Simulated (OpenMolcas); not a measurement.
# Ru³⁺ among point charges: CASSCF and CASPT2 levels and susceptibility

Aim: the splitting of the states of Ru³⁺ in the field of 5 point charges, its lowest levels with spin-orbit coupling and its magnetic susceptibility.

Method: state-averaged CASSCF and CASPT2, spin-orbit coupling by RASSI with atomic mean-field integrals. Code: OpenMolcas 26.06.

## (1) The atom as given

* Species: Ru³⁺ (ruthenium, Z = 44, 41 electrons)
* Basis: ANO-RCC-VDZP [6s5p3d1f], 43 functions
* Scalar Hamiltonian: DKH2, point nucleus
* Inactive shells: 1s 2s 2p 3s 3p 3d 4s 4p
* Active space: 5 electrons in 5 orbitals (4d)
* Some configurations of this space: 4d5
* Orbitals: optimised for each spin and parity, averaged over all roots

The outer shells:

4d5
```
4d [↑ ][↑ ][↑ ][↑ ][↑ ]
```

The ion sits among 5 point charges of -1 e arranged as a trigonal bipyramid (D3h), 1.93 Å from the ion, with the axial distance 2.007 Å.

The work runs as a chain of OpenMolcas steps in one folder; each step below is one input file. Labels, J, g values, rates, χT and fits are worked out afterwards by a script from the matrices that RASSI stores.

## (2) GATEWAY and SEWARD: basis and integrals

Input file a.inp:

```
&GATEWAY
Coord
1

Ru 0.0 0.0 0.0
Basis=ANO-RCC-VDZP
Group=NoSym
NoMove
AngMom=0.0 0.0 0.0
AMFI
XField
5 Angstrom 0
1.930000 0.000000 0.000000 -1.000000
-0.965000 1.671429 0.000000 -1.000000
-0.965000 -1.671429 0.000000 -1.000000
0.000000 0.000000 2.007200 -1.000000
0.000000 0.000000 -2.007200 -1.000000
&SEWARD
```

The run is started by

```console
$ OMP_NUM_THREADS=1 MOLCAS_MEM=1689 MOLCAS_PROJECT=a pymolcas a.inp > a.log
```

The program printed:

```text
Basis set label: RU.ANO-RCC...6S5P3D1F.

      Electronic valence basis set:
      ------------------
      Associated Effective Charge  44.000000 au
      Associated Actual Charge     44.000000 au
      Nuclear Model: Point charge

      Shell  nPrim  nBasis  Cartesian Spherical Contaminant
         s      21       6        X
         p      18       5        X
         d      13       3                 X
         f       6       1                 X
                  Relativistic Douglas-Kroll-Hess integrals:
                    - DKH order of Hamiltonian: 2
                    - DKH order of Properties : 0
                  Atomic mean-field integrals
```

## (3) CASSCF: sextets, 1 root

Input file a.inp:

```
&RASSCF
FileOrb=start.orb
Symmetry=1
Spin=6
nActEl=5 0 0
Inactive=18
Ras2=5
CIRoot=1 1 1
SDav=1
CIMx=300
Iter=120 100
PrWF=0.3
OrbListing=Nothing
MaxOrb=0
>>> COPY $Project.JobIph JOB001
```

The run is started by

```console
$ OMP_NUM_THREADS=1 MOLCAS_MEM=1689 MOLCAS_PROJECT=a pymolcas a.inp > a.log
```

start.orb holds the contracted functions of the basis, ordered by shell, or the orbitals of the step before.

The program printed:

```text
Wave function specifications:
      -----------------------------

      Number of closed shell electrons          36
      Number of electrons in active shells       5
      Max number of holes in RAS1 space          0
      Max nr of electrons in RAS3 space          0
      Number of inactive orbitals               18
      Number of active orbitals                  5
      Number of secondary orbitals              20
      Spin quantum number                      2.5
      State symmetry                             1
Orbital specifications:
      -----------------------

      Symmetry species                           1
                                                 a
      Frozen orbitals                            0
      Inactive orbitals                         18
      Active orbitals                            5
      RAS1 orbitals                              0
      RAS2 orbitals                              5
      RAS3 orbitals                              0
      Secondary orbitals                        20
      Deleted orbitals                           0
      Number of basis functions                 43
      Number of CSFs                             1
      Number of root(s) required                 1
      Iter CI   SX   CI       RASSCF       Energy    max ROT     max BLB   max BLB  Level Ln srch  Step   QN
          iter iter root      energy       change     param      element    value   shift minimum  type update
 Nr of preliminary CI iterations:   1
      Total energies have been shifted. Add                -4000.00 au
        1   1    7    1  -529.44601269    0.00E+00   1.75E-01*  21  34 1  2.75E-01*  0.01   0.00    SX    NO
        2   1    7    1  -529.61946817   -1.73E-01*  3.46E-02   16  29 1  1.41E-01*  0.17   0.00    SX    NO
        3   1    6    1  -529.63241825   -1.30E-02*  1.49E-02   18  31 1 -2.92E-02*  0.11   0.00    SX    NO
        4   1    6    1  -529.63372721   -1.31E-03*  5.01E-03   16  29 1  1.40E-02*  0.13   0.00    SX    NO
        5   1    6    1  -529.63390868   -1.81E-04*  1.41E-03   18  31 1 -4.69E-03*  0.13   0.73    QN   YES
        6   1    4    1  -529.63393656   -2.79E-05* -8.19E-05   19  30 1  9.41E-05   0.13   1.01    QN   YES
        7   1    4    1  -529.63393660   -4.16E-08* -3.19E-05   19  30 1  2.48E-05   0.13   1.33    QN   YES
        8   1    3    1  -529.63393661   -3.16E-09   1.43E-06   16  23 1 -2.01E-06   0.13   1.01    QN   YES
      Convergence after  8 iterations
        9   1    3    1  -529.63393661   -1.46E-11   1.43E-06   17  19 1  6.88E-07   0.13   1.01    QN   YES
      Natural orbitals and occupation numbers for root  1
      sym 1:   1.000000   1.000000   1.000000   1.000000   1.000000
::    RASSCF root number  1 Total energy:  -4529.63393661
```

## (4) CASSCF: quartets, 24 roots

Input file a.inp:

```
&RASSCF
FileOrb=start.orb
Symmetry=1
Spin=4
nActEl=5 0 0
Inactive=18
Ras2=5
CIRoot=24 24 1
SDav=24
CIMx=300
Iter=120 100
PrWF=0.3
OrbListing=Nothing
MaxOrb=0
>>> COPY $Project.JobIph JOB002
```

The program printed, cut to the lines that bear on the results:

```text
[...]
      Number of active orbitals                  5
[...]
      Spin quantum number                      1.5
[...]
      Active orbitals                            5
[...]
      Number of CSFs                            24
      Number of root(s) required                24
[...]
      Convergence after  7 iterations
[...]
      Natural orbitals and occupation numbers for root  1
      sym 1:   0.943724   1.807140   0.190776   1.056276   1.002085
      Natural orbitals and occupation numbers for root  2
      sym 1:   0.943724   1.056276   0.190776   1.807140   1.002085
      Natural orbitals and occupation numbers for root  3
      sym 1:   1.000000   1.000000   0.778490   1.000000   1.221510
::    RASSCF root number  1 Total energy:  -4529.52219419
::    RASSCF root number  2 Total energy:  -4529.52219419
::    RASSCF root number  3 Total energy:  -4529.51250905
[...]
::    RASSCF root number 21 Total energy:  -4529.42503006
::    RASSCF root number 22 Total energy:  -4529.42503006
::    RASSCF root number 23 Total energy:  -4529.42106850
::    RASSCF root number 24 Total energy:  -4529.42106850
```

## (5) Reference wave functions, doublets, 75 roots

Input file a.inp:

```
&RASSCF
FileOrb=start.orb
Symmetry=1
Spin=2
nActEl=5 0 0
Inactive=18
Ras2=5
CIRoot=75 75 1
SDav=75
CIMx=300
Iter=120 100
PrWF=0.3
OrbListing=Nothing
MaxOrb=0
>>> COPY $Project.JobIph JOB003
```

The run is started by

```console
$ OMP_NUM_THREADS=1 MOLCAS_MEM=1689 MOLCAS_PROJECT=a pymolcas a.inp > a.log
```

The program printed, cut to the lines that bear on the results:

```text
[...]
      Number of active orbitals                  5
[...]
      Spin quantum number                      0.5
[...]
      Active orbitals                            5
[...]
      Number of CSFs                            75
      Number of root(s) required                75
[...]
      Convergence after  7 iterations
[...]
      Natural orbitals and occupation numbers for root  1
      sym 1:   0.998408   1.380662   0.238657   1.380683   1.001590
      Natural orbitals and occupation numbers for root  2
      sym 1:   1.001590   1.380683   0.238657   1.380662   0.998408
      Natural orbitals and occupation numbers for root  3
      sym 1:   0.280964   1.555294   0.555259   1.554920   1.053563
::    RASSCF root number  1 Total energy:  -4529.46738929
::    RASSCF root number  2 Total energy:  -4529.46738929
::    RASSCF root number  3 Total energy:  -4529.46735032
[...]
::    RASSCF root number 27 Total energy:  -4529.42423191
::    RASSCF root number 28 Total energy:  -4529.41943522
::    RASSCF root number 29 Total energy:  -4529.41769842
::    RASSCF root number 30 Total energy:  -4529.41765710
```

## (6) RASSI: spin-orbit coupling between the states

Input file a.inp:

```
&RASSI
NrOfJobIphs=3 1 24 75
1
1 2 3 4 5 6 7 8 9 10 11 12 13 14 15 16 17 18 19 20 21 22 23 24
1 2 3 4 5 6 7 8 9 10 11 12 13 14 15 16 17 18 19 20 21 22 23 24 25 26 27
28 29 30 31 32 33 34 35 36 37 38 39 40 41 42 43 44 45 46 47 48 49 50 51
52 53 54 55 56 57 58 59 60 61 62 63 64 65 66 67 68 69 70 71 72 73 74 75
IphNames
JOB001
JOB002
JOB003
EJob
SpinOrbit
DIPRint=1.0
SOCoupling=1000.0
Subsets=2
Property=9
'ANGMOM' 1 'ANGMOM' 2 'ANGMOM' 3 'MLTPL  1' 1 'MLTPL  1' 2 'MLTPL  1' 3
'AMFI' 1 'AMFI' 2 'AMFI' 3
SOProperty=3
'ANGMOM' 1 'ANGMOM' 2 'ANGMOM' 3
```

The run is started by

```console
$ OMP_NUM_THREADS=1 MOLCAS_MEM=1689 MOLCAS_PROJECT=a pymolcas a.inp > a.log
```

The program printed, cut to the lines that bear on the results:

```text
SPIN-FREE ENERGIES:
  (Shifted by EMIN (a.u.) =      -4529.6339366079)
 SF State       Relative EMIN(au)   Rel lowest level(eV)    D:o, cm**(-1)      L_eff
     1             0.0000000000        0.0000000000              0.0000         0.0
     2             0.1117424143        3.0406659947          24524.6252         3.5
     3             0.1117424143        3.0406659947          24524.6252         3.5
     4             0.1214275628        3.3042123125          26650.2696         4.0
     5             0.1214275628        3.3042123125          26650.2696         4.0
     6             0.1230643362        3.3487511842          27009.4998         4.0
     7             0.1232519419        3.3538561976          27050.6745         4.0
     8             0.1237735576        3.3680500836          27165.1559         4.0
     9             0.1238269697        3.3695034994          27176.8785         4.0
    10             0.1238269697        3.3695034994          27176.8785         4.0
[...]
Eigenvalues of complex Hamiltonian:
   -----------------------------------
  (Shifted by EMIN (a.u.) =      -4529.6339366079)
 SO State       Relative EMIN(au)   Rel lowest level(eV)    D:o, cm**(-1)     J-value
     1            -0.0011153222        0.0000000000              0.0000         1.2
     2            -0.0011153222        0.0000000000              0.0000         1.2
     3            -0.0010923991        0.0006237713              5.0311         2.1
     4            -0.0010923991        0.0006237713              5.0311         2.1
     5            -0.0010802708        0.0009537976              7.6929         2.5
     6            -0.0010802708        0.0009537976              7.6929         2.5
     7             0.1092861381        3.0041767790          24230.3198         3.6
     8             0.1092861381        3.0041767790          24230.3198         3.6
     9             0.1093277754        3.0053097870          24239.4581         3.5
    10             0.1093277754        3.0053097870          24239.4581         3.5
    11             0.1104934972        3.0370306953          24495.3045         3.7
[...]
```

Time for these steps: 26 s (1 thread, shared host).

States without spin-orbit coupling:

| state | degeneracy | E (cm-1) | free-ion L (%) |
| --- | --- | --- | --- |
| 6A1 | 1 | 0 | S (100) |
| 4E | 2 | 24525 | G (74) |
| 4E | 2 | 26650 | G (97) |
| 4A2 | 1 | 27009 | G (100) |
| 4A1 | 1 | 27051 | G (100) |
| 4A1 | 1 | 27165 | G (100) |
| 4E | 2 | 27177 | G (100) |
| 4A2 | 1 | 31636 | P (100) |
| 4E | 2 | 32529 | D (94) |
| 4E | 2 | 32685 | D (69) |
| 4A1 | 1 | 33609 | D (100) |
| 4E | 2 | 34252 | P (56) |
| 2E | 2 | 36553 | I (82) |
| 2E | 2 | 36561 | I (75) |
| 2A1 | 1 | 37329 | I (83) |
| 2A2 | 1 | 37369 | I (83) |
| 2E | 2 | 37625 | I (86) |
| 2A1 | 1 | 38565 | I (99) |
| 2E | 2 | 38697 | I (97) |
| doublet | 2 | 38823 | I (100) |
| 2E | 2 | 40520 | D (54) |
| 2E | 2 | 42622 | D (73) |
| 2A1 | 1 | 43851 | D (100) |
| 2A2 | 1 | 44477 | F (95) |

With spin-orbit coupling:

```tsv
E (cm-1)	Degeneracy	Label	2S+1	g
0.0	2	E1/2	6	0.00 0.00 10.00
5.0	2	E3/2	6	0.00 0.00 6.00
7.7	2	E1/2	6	2.00 6.00 6.00
24230	2	E3/2	4	0.00 0.00 3.96
24239	2	E1/2	4	0.00 0.00 7.96
24495	2	E1/2	4	0.14 1.29 1.29
24797	2	E1/2	4	1.22 1.22 3.84
26385	2	E1/2	4	0.58 0.58 9.62
26433	2	E1/2	4	0.68 0.68 5.35
26501	2	E3/2	4	0.00 0.00 1.36
26843	2	E1/2	4	0.41 0.41 1.74
26986	2	E1/2	4	0.05 0.05 2.31
27015	2	E3/2	4	0.00 0.00 0.40
27082	2	E1/2	4	0.71 5.52 5.52
27101	2	E3/2	4	0.00 0.00 10.94
27122	2	E1/2	4	3.19 5.38 5.38
27138	2	E1/2	4	1.40 3.48 3.48
27168	2	E1/2	4	0.06 0.06 13.58
27194	2	E1/2	4	0.02 0.02 6.07
27201	2	E3/2	4	0.00 0.00 5.58
27288	2	E3/2	4	0.00 0.00 10.30
30511	2	E1/2	4	2.02 3.94 3.94
30568	2	E3/2	4	0.00 0.00 5.67
30992	2	E1/2	4	0.00 0.00 7.28
```

The table of states holds 24 of 66 computed; the rest, higher up, is left out. Labels of spin-orbit levels are those of the rotation subgroup (D3 for D3h). Principal g values are given for doublets only; a zero marks a field direction without first-order Zeeman splitting.

Powder χT (cm³ K/mol): 3.77 at 2 K, 4.18 at 5 K, 4.32 at 10 K, 4.36 at 20 K, 4.37 at 50 K, 4.37 at 100 K, 4.37 at 150 K, 4.37 at 200 K, 4.37 at 250 K, 4.37 at 300 K.

[end of part 1 of 2]
